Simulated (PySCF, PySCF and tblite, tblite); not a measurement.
**C10H14S: conformers and averaged spectra**

Aim: find the conformers of C10H14S (`CC(C)(C)Sc1ccccc1`), weigh them, and average their properties.

Programs: PySCF 2.14.0 with density-fitted response routines of our own, and tblite 0.8.0. All values are computed, except where a source is named. Atoms count from 0 throughout.

## 1. The starting structure

25 atoms, charge 0, multiplicity 1; geometry from: MMFF94s geometry.

Bonds of the start (Å): C0–C1 1.53, C0–H11 1.11, C0–H12 1.08, C0–H13 1.09, C10–H24 1.08, C1–C2 1.52, C1–C3 1.54, C1–S4 1.87, C2–H14 1.11, C2–H15 1.08, C2–H16 1.10, C3–H17 1.10, C3–H18 1.11, C3–H19 1.08, C5–C10 1.40, C5–C6 1.40, C6–C7 1.40, C6–H20 1.10, C7–C8 1.40, C7–H21 1.08, C8–C9 1.40, C8–H22 1.08, C9–C10 1.39, C9–H23 1.09 and more.

## 2. GFN2-xTB relaxation, conformer 1

What the job is given:

```
{"job": {"xc": "GFN2-xTB", "basis": "xTB", "kind": "relax"}, "charge": 0, "multiplicity": 1}
C     -1.619400    -1.216500    -0.428300
C     -1.603100    -0.204800     0.721100
C     -1.701000     1.222100     0.206000
C     -2.788200    -0.483300     1.656600
S     -0.075100    -0.427700     1.775800
C      1.235100    -0.084600     0.612800
C      1.745500     1.216600     0.482200
C      2.801100     1.481600    -0.392000
C      3.361000     0.438000    -1.140400
C      2.869400    -0.859900    -0.995200
C      1.820500    -1.123700    -0.119000
H     -2.592100    -1.168700    -0.953200
H     -0.857800    -1.006200    -1.162100
H     -1.498900    -2.244800    -0.078300
H     -2.677300     1.387000    -0.295800
H     -0.938400     1.456200    -0.523800
H     -1.643800     1.966200     1.014300
H     -2.817200     0.202100     2.510200
H     -2.758600    -1.507900     2.072200
H     -3.732600    -0.382500     1.134400
H      1.321900     2.034400     1.075600
H      3.177400     2.491600    -0.494600
H      4.181800     0.653400    -1.813000
H      3.312000    -1.676800    -1.571000
H      1.467000    -2.137900    -0.002700
```

On the command line:

```
$ OMP_NUM_THREADS=1 python ens_run.py task.json out
```

One launch serves the whole session.

What it wrote:

```text
step      E/eV     max force
  0    -864.87171    0.841
  1    -864.92296    0.377
  2    -864.94080    0.280
  3    -864.95176    0.177
  4    -864.95683    0.161
  5    -864.95998    0.111
  6    -864.96275    0.125
  7    -864.96497    0.113
  8    -864.96640    0.074
  9    -864.96719    0.056
 10    -864.96783    0.050
 11    -864.96867    0.082
 12    -864.96976    0.107
 13    -864.97084    0.080
 14    -864.97169    0.064
 15    -864.97241    0.068
 16    -864.97315    0.081
 17    -864.97377    0.071
 18    -864.97410    0.030
 19    -864.97410    0.030
 20    -864.97419    0.029
 21    -864.97440    0.036
 22    -864.97449    0.037
 23    -864.97469    0.033
 24    -864.97487    0.030
 25    -864.97508    0.036
 26    -864.97525    0.033
 27    -864.97537    0.027
 28    -864.97544    0.019
 29    -864.97552    0.021
 30    -864.97563    0.032
 31    -864.97576    0.029
 32    -864.97589    0.032
 33    -864.97604    0.036
 34    -864.97622    0.035
 35    -864.97642    0.044
 36    -864.97663    0.035
 37    -864.97683    0.048
 38    -864.97704    0.052
 39    -864.97727    0.038
 40    -864.97746    0.025
 41    -864.97758    0.022
 42    -864.97767    0.026
 43    -864.97777    0.029
 44    -864.97787    0.025
 45    -864.97797    0.017
 46    -864.97805    0.016
 47    -864.97813    0.022
 48    -864.97822    0.023
 49    -864.97829    0.016
 50    -864.97834    0.019
 51    -864.97838    0.014
 52    -864.97842    0.016
 53    -864.97846    0.012
 54    -864.97848    0.012
 55    -864.97851    0.014
 56    -864.97854    0.020
 57    -864.97858    0.017
 58    -864.97861    0.013
 59    -864.97863    0.010
 60    -864.97865    0.012
 61    -864.97868    0.013
 62    -864.97870    0.009
 63    -864.97871    0.008
 64    -864.97872    0.007
 65    -864.97873    0.009
 66    -864.97874    0.008
 67    -864.97875    0.006
 68    -864.97875    0.005
 69    -864.97876    0.007
 70    -864.97877    0.006
 71    -864.97877    0.006
 72    -864.97878    0.007
 73    -864.97879    0.008
 74    -864.97880    0.008
 75    -864.97881    0.006
 76    -864.97881    0.004
 77    -864.97882    0.006
 78    -864.97883    0.009
 79    -864.97883    0.007
 80    -864.97884    0.003
```

Run time: 0.78 s. Hardware: 1 thread of Arm Neoverse V2, shared host.

Gain 0.107 eV; displacement 0.08 Å root mean square.

## 3. Shieldings, conformer 1: B97-2/6-31G*

What the job is given:

```
{"job": {"xc": "B97-2", "basis": "6-31G*", "kind": "nmr", "pop": true}, "charge": 0, "multiplicity": 1}
C     -1.568046    -1.204148    -0.428360
C     -1.603899    -0.204442     0.717658
C     -1.649964     1.225281     0.200145
C     -2.779712    -0.484229     1.646144
S     -0.092214    -0.430784     1.790290
C      1.223243    -0.087412     0.632784
C      1.702816     1.206437     0.498252
C      2.724055     1.469065    -0.397936
C      3.269662     0.442280    -1.150527
C      2.801832    -0.852432    -0.998221
C      1.780959    -1.121342    -0.103488
H     -2.485005    -1.128649    -1.011127
H     -0.725422    -1.008457    -1.089297
H     -1.484445    -2.219120    -0.045789
H     -2.569735     1.383947    -0.361101
H     -0.807497     1.427939    -0.458879
H     -1.624244     1.930753     1.027880
H     -2.777232     0.210596     2.482892
H     -2.719766    -1.495624     2.041652
H     -3.717017    -0.375425     1.103509
H      1.278429     1.997457     1.097789
H      3.095824     2.477374    -0.506770
H      4.065259     0.649917    -1.850922
H      3.234321    -1.656236    -1.575807
H      1.416864    -2.128603     0.031050
```

What it wrote:

```text
coarse grid: 21168 points
cycle   1  E = -787.6026579756  dE =  1.495e+00  |g| = 4.971e-01  |ddm| = 4.759e+00
cycle   2  E = -787.6071576600  dE = -4.500e-03  |g| = 4.975e-01  |ddm| = 1.071e+00
cycle   3  E = -787.6724384008  dE = -6.528e-02  |g| = 4.437e-02  |ddm| = 5.135e-01
cycle   4  E = -787.6727130901  dE = -2.747e-04  |g| = 3.362e-02  |ddm| = 1.107e-01
cycle   5  E = -787.6730284284  dE = -3.153e-04  |g| = 1.034e-02  |ddm| = 4.977e-02
cycle   6  E = -787.6730573159  dE = -2.889e-05  |g| = 2.299e-03  |ddm| = 1.602e-02
cycle   7  E = -787.6730586634  dE = -1.348e-06  |g| = 5.258e-04  |ddm| = 2.661e-03
final grid: 199040 points
cycle   8  E = -787.5585307193  dE = -7.876e-05  |g| = 4.279e-03  |ddm| = 3.776e-02
cycle   9  E = -787.5585300866  dE =  6.327e-07  |g| = 4.706e-03  |ddm| = 9.962e-03
cycle  10  E = -787.5585360047  dE = -5.918e-06  |g| = 5.596e-04  |ddm| = 5.409e-03
cycle  11  E = -787.5585360683  dE = -6.358e-08  |g| = 3.231e-04  |ddm| = 1.078e-03
cycle  12  E = -787.5585360963  dE = -2.799e-08  |g| = 1.045e-04  |ddm| = 4.883e-04
cycle  13  E = -787.5585360992  dE = -2.911e-09  |g| = 2.590e-05  |ddm| = 1.665e-04
cycle  14  E = -787.5585360994  dE = -1.614e-10  |g| = 5.871e-06  |ddm| = 3.027e-05
converged SCF energy = -787.5585360994

GIAO shielding tensors (ppm)
atom      isotropic    diamagn.    paramagn.     s11        s22        s33       span
  0 C      165.744     252.638     -86.894    147.248    160.549    189.436     42.188
  1 C      147.710     242.265     -94.555    135.466    137.947    169.717     34.251
  2 C      165.744     252.576     -86.832    147.233    160.552    189.446     42.214
  3 C      166.846     249.522     -82.676    153.201    153.333    194.004     40.802
  4 S      411.363    1059.963    -648.600    304.020    361.236    568.832    264.812
  5 C       68.440     261.793    -193.354    -13.328     50.463    168.185    181.513
  6 C       65.670     260.897    -195.227    -27.023     58.940    165.094    192.117
  7 C       75.817     257.242    -181.425    -17.843     61.911    183.383    201.227
  8 C       75.182     255.824    -180.642    -20.235     58.312    187.468    207.702
  9 C       75.814     257.320    -181.505    -17.856     61.916    183.382    201.238
 10 C       65.675     260.968    -195.293    -27.014     58.935    165.104    192.118
 11 H       31.539      33.709      -2.171     27.212     29.249     38.154     10.942
 12 H       31.180      34.896      -3.715     25.385     33.262     34.894      9.509
 13 H       31.089      33.558      -2.468     27.580     28.842     36.847      9.267
 14 H       31.538      33.652      -2.114     27.211     29.247     38.155     10.943
 15 H       31.180      34.830      -3.650     25.385     33.262     34.893      9.508
 16 H       31.089      33.514      -2.425     27.580     28.842     36.846      9.266
 17 H       31.000      30.923       0.077     26.819     29.100     37.082     10.263
 18 H       31.000      30.918       0.082     26.819     29.099     37.083     10.264
 19 H       31.208      31.035       0.173     27.525     28.266     37.833     10.307
 20 H       24.795      33.189      -8.395     20.678     23.227     30.480      9.801
 21 H       25.129      28.434      -3.305     21.383     25.773     28.231      6.849
 22 H       25.118      26.344      -1.226     21.641     26.089     27.623      5.981
 23 H       25.129      28.566      -3.437     21.383     25.773     28.231      6.848
 24 H       24.795      33.303      -8.508     20.679     23.227     30.480      9.801
```

Wall time 48 s (1 thread of Arm Neoverse V2, shared host); peak memory 1 GiB.

This run: HOMO -6.00 eV, LUMO -0.32 eV; dipole 1.94 D.

Orbitals, density, ELF and potential are computed afterwards from the orbital file.

Frontier orbitals at B97-2/6-31G*, with the share of their density that lies nearest to each atom:

```csv
orbital,energy (eV),lies on
HOMO,-6.00,S4 79 %
LUMO,-0.32,"C5, C8 about 22 % each; C6, C10 about 9 % each; C1, C7, C9 about 6 % each"
```

ELF in a plane through or near 9 of the atoms.

Ten even steps from ' ' (0.00) to '@' (1.00):
```
                                                        
                                                        
                                                        
            ++##::    ....    ..####--                  
          ++@@@@%%    ++++    ==@@@@@@                  
          ++@@@@@@....##**    ++@@@@@@                  
          ..##@@********==    --%%%%==                  
            --++%%%%%%++==    ::++==..  ....            
        ::::++%%--##**##**..  ..####--::++++==..        
      ==%%##==..**....****==  --==::%%**@@@@@@++        
      ==##%%==::**  ..****==  ----..##**@@@@@@++        
        ::::++%%==##**##++..  ..####--::++**==..        
            --++%%%%%%++==    ::++==..  ....            
            ##@@++******==    --%%%%==                  
          ++@@@@@@....##**    ++@@@@@@                  
          ++@@@@%%    ++++    ==@@@@@@                  
            ++##::    ....    ..####--                  
                                                        
                                                        
                                                        
```
The map spans 14.2 Å across and 9.5 Å up, centred on the molecule. Atoms in the plane (x, y in Å): C1 (1.7, 0.0), C7 (-2.9, 1.2), C8 (-3.5, 0.0), C9 (-2.9, -1.2), H13 (1.6, -2.1), H16 (1.6, 2.1), H19 (3.9, 0.0), H21 (-3.4, 2.1), H23 (-3.4, -2.1).

log10 of the density (e/Å³) in the same plane.

Values, 10 rows by 14 columns:
```
-4.0 -4.0 -4.0 -4.0 -4.0 -4.0 -4.0 -4.0 -4.0 -4.0 -4.0 -4.0 -4.0 -4.0
-4.0 -4.0 -3.9 -2.8 -2.7 -3.1 -3.0 -3.3 -2.6 -2.9 -4.0 -4.0 -4.0 -4.0
-4.0 -4.0 -2.7 -1.1 -0.9 -1.5 -1.5 -1.9 -0.8 -1.3 -3.0 -4.0 -4.0 -4.0
-4.0 -4.0 -2.3 -0.5  0.3 -0.1 -0.8 -1.3 -0.1 -0.8 -1.8 -2.5 -4.0 -4.0
-4.0 -3.2 -1.5 -0.3  0.4  0.0 -0.6 -1.1 -0.1 -0.4 -0.6 -1.4 -3.0 -4.0
-4.0 -2.8 -1.0  0.1  0.0 -0.7 -0.4 -1.0  0.2  0.1  0.2 -0.8 -2.7 -4.0
-4.0 -3.6 -2.0 -0.5  1.6  0.1 -0.7 -1.1 -0.2 -0.8 -1.2 -1.9 -3.4 -4.0
-4.0 -4.0 -2.4 -0.6 -0.3 -0.9 -1.1 -1.6 -0.2 -0.9 -2.5 -3.4 -4.0 -4.0
-4.0 -4.0 -3.3 -2.0 -1.9 -2.4 -2.3 -2.6 -1.8 -2.2 -3.7 -4.0 -4.0 -4.0
-4.0 -4.0 -4.0 -4.0 -3.9 -4.0 -4.0 -4.0 -3.8 -4.0 -4.0 -4.0 -4.0 -4.0
```
The map spans 14.2 Å across and 9.5 Å up, centred on the molecule. Atoms in the plane (x, y in Å): C1 (1.7, 0.0), C7 (-2.9, 1.2), C8 (-3.5, 0.0), C9 (-2.9, -1.2), H13 (1.6, -2.1), H16 (1.6, 2.1), H19 (3.9, 0.0), H21 (-3.4, 2.1), H23 (-3.4, -2.1).

On the surface of density 0.002 e/bohr³ the electrostatic potential runs, from the 1st to the 99th percentile, from -1.12 V near S4 to 0.88 V near H22.

## 4. Single-point energy, conformer 1: PBE0/def2-SVP

Changed since step 3:

```diff
@@ -1,2 +1,2 @@
-{"job": {"xc": "B97-2", "basis": "6-31G*", "kind": "nmr", "pop": true}, "charge": 0, "multiplicity": 1}
+{"job": {"xc": "PBE0", "basis": "def2-SVP", "kind": "sp"}, "charge": 0, "multiplicity": 1}
 C     -1.568046    -1.204148    -0.428360
```

What it wrote:

```text
coarse grid: 21168 points
cycle   1  E = -786.5275635129  dE =  1.481e+00  |g| = 4.380e-01  |ddm| = 5.708e+00
cycle   2  E = -786.5343123254  dE = -6.749e-03  |g| = 4.343e-01  |ddm| = 1.103e+00
cycle   3  E = -786.5832448554  dE = -4.893e-02  |g| = 4.125e-02  |ddm| = 4.697e-01
cycle   4  E = -786.5833519522  dE = -1.071e-04  |g| = 3.750e-02  |ddm| = 1.288e-01
cycle   5  E = -786.5837459807  dE = -3.940e-04  |g| = 9.318e-03  |ddm| = 6.071e-02
cycle   6  E = -786.5837695407  dE = -2.356e-05  |g| = 1.790e-03  |ddm| = 1.623e-02
cycle   7  E = -786.5837703453  dE = -8.045e-07  |g| = 4.470e-04  |ddm| = 2.539e-03
final grid: 199040 points
cycle   8  E = -786.6793564885  dE = -6.606e-05  |g| = 1.045e-02  |ddm| = 5.933e-02
cycle   9  E = -786.6793447397  dE =  1.175e-05  |g| = 1.243e-02  |ddm| = 2.731e-02
cycle  10  E = -786.6793860241  dE = -4.128e-05  |g| = 1.205e-03  |ddm| = 1.611e-02
cycle  11  E = -786.6793863882  dE = -3.640e-07  |g| = 3.064e-04  |ddm| = 1.877e-03
cycle  12  E = -786.6793864098  dE = -2.162e-08  |g| = 8.672e-05  |ddm| = 4.749e-04
cycle  13  E = -786.6793864116  dE = -1.779e-09  |g| = 3.888e-05  |ddm| = 1.879e-04
cycle  14  E = -786.6793864120  dE = -3.972e-10  |g| = 1.360e-05  |ddm| = 6.436e-05
converged SCF energy = -786.6793864120
```

It took 22 s on 1 thread of Arm Neoverse V2, shared host; peak memory 0.89 GiB.

This run: HOMO -6.31 eV, LUMO -0.51 eV; dipole 1.80 D.

## 5. Boltzmann average: properties at B97-2/6-31G*

What the job is given:

```
{"job": {"study": "conf", "smiles": "CC(C)(C)Sc1ccccc1", "search": {"seed": 3665, "n_embed": 90, "ff_keep": 18, "window": 3.0, "nmax": 10, "temps": [200, 250, 298.15, 350, 400], "t_ref": 298.15, "order": 0.002}, "level": {"nmr": {"xc": "B97-2", "basis": "6-31G*"}, "sp": {"xc": "PBE0", "basis": "def2-SVP"}}, "kind": "conf"}, "charge": 0, "multiplicity": 1}
C     -1.568046    -1.204148    -0.428360
C     -1.603899    -0.204442     0.717658
C     -1.649964     1.225281     0.200145
C     -2.779712    -0.484229     1.646144
S     -0.092214    -0.430784     1.790290
C      1.223243    -0.087412     0.632784
C      1.702816     1.206437     0.498252
C      2.724055     1.469065    -0.397936
C      3.269662     0.442280    -1.150527
C      2.801832    -0.852432    -0.998221
C      1.780959    -1.121342    -0.103488
H     -2.485005    -1.128649    -1.011127
H     -0.725422    -1.008457    -1.089297
H     -1.484445    -2.219120    -0.045789
H     -2.569735     1.383947    -0.361101
H     -0.807497     1.427939    -0.458879
H     -1.624244     1.930753     1.027880
H     -2.777232     0.210596     2.482892
H     -2.719766    -1.495624     2.041652
H     -3.717017    -0.375425     1.103509
H      1.278429     1.997457     1.097789
H      3.095824     2.477374    -0.506770
H      4.065259     0.649917    -1.850922
H      3.234321    -1.656236    -1.575807
H      1.416864    -2.128603     0.031050
```

What it wrote:

```text
conformer  sym    E(xTB)   E(DFT)   G(298.15 K)  weight  dipole/D
    1     Cs      0.000    0.000    0.000   1.0000    1.796

mean shielding (ppm) by class
class atoms           200 K      250 K   298.15 K      350 K      400 K
  0 C  0,2,3        166.111    166.111    166.111    166.111    166.111
  1 C  1             147.71     147.71     147.71     147.71     147.71
  2 S  4            411.363    411.363    411.363    411.363    411.363
  3 C  5              68.44      68.44      68.44      68.44      68.44
  4 C  6,10          65.673     65.673     65.673     65.673     65.673
  5 C  7,9           75.816     75.816     75.816     75.816     75.816
  6 C  8             75.182     75.182     75.182     75.182     75.182
  7 H  11,12,13      31.203     31.203     31.203     31.203     31.203
  8 H  20,24         24.795     24.795     24.795     24.795     24.795
  9 H  21,23         25.129     25.129     25.129     25.129     25.129
 10 H  22            25.118     25.118     25.118     25.118     25.118
```

It took 73 s on 1 thread of Arm Neoverse V2, shared host. This counts the runs that the step sums up.

The search (ETKDG and KDG, MMFF94s, GFN2-xTB) embedded 90 structures, kept 1 distinct ones after the force field and 1 after xTB; 1 was carried on (window 3.0 kcal/mol at the search's own energies). Energies: PBE0/def2-SVP with D3(BJ).

The conformers at 298 K:

```csv
no.,group,mirror pair,ΔE xTB,ΔE DFT,ΔG,weight (%),μ (D),C0–C1–S4–C5 (°),C1–S4–C5–C6 (°),"A, B, C (GHz)"
1,Cs,no,0.00,0.00,0.00,100.0,1.80,61,91,"2.03, 0.60, 0.58"
```

Energies in kcal/mol. ΔG holds xTB vibrations and rotation, symmetry numbers and mirror pairs.

Shifts against references run at the same level ($^{1}$H TMS 32.53, $^{13}$C TMS 195.5 ppm of shielding), by class of atoms, at 298 K:

```csv
atoms,environment,average
"C6, C10",aromatic CH,129.8
C5,aromatic carbon bearing sulfur,127.0
C8,aromatic CH,120.3
"C7, C9",aromatic CH,119.7
C1,fully substituted sp3 carbon bonded to S,47.8
"C0, C2, C3",methyl carbon,29.4
"H20, H24",hydrogen on an aromatic CH,7.73
H22,hydrogen on an aromatic CH,7.41
"H21, H23",hydrogen on an aromatic CH,7.40
"H11, H12, H13 and 6 more",hydrogen on a methyl carbon,1.33
S4,sulfide sulfur,411 (σ)
```

Effective distances for nuclear Overhauser effects, ⟨r⁻⁶⟩^(−1/6) over all pairs of two classes (Å): H21···H22 2.47; H20···H21 2.77; H11···H20 3.48.

## 6. Results

```
                               quantity                                                 value
                             conformers  1; the first in weight is no. 1 (Cs), 100 % at 298 K
                root-mean-square dipole                                                1.80 D
averaged $^{13}$C shifts (B97-2/6-31G*)            129.8, 127.0, 120.3, 119.7, 47.8, 29.4 ppm
 averaged $^{1}$H shifts (B97-2/6-31G*)                            7.73, 7.41, 7.40, 1.33 ppm
```

**Reading.** The search found one conformer in the window, so the averages are its own values.
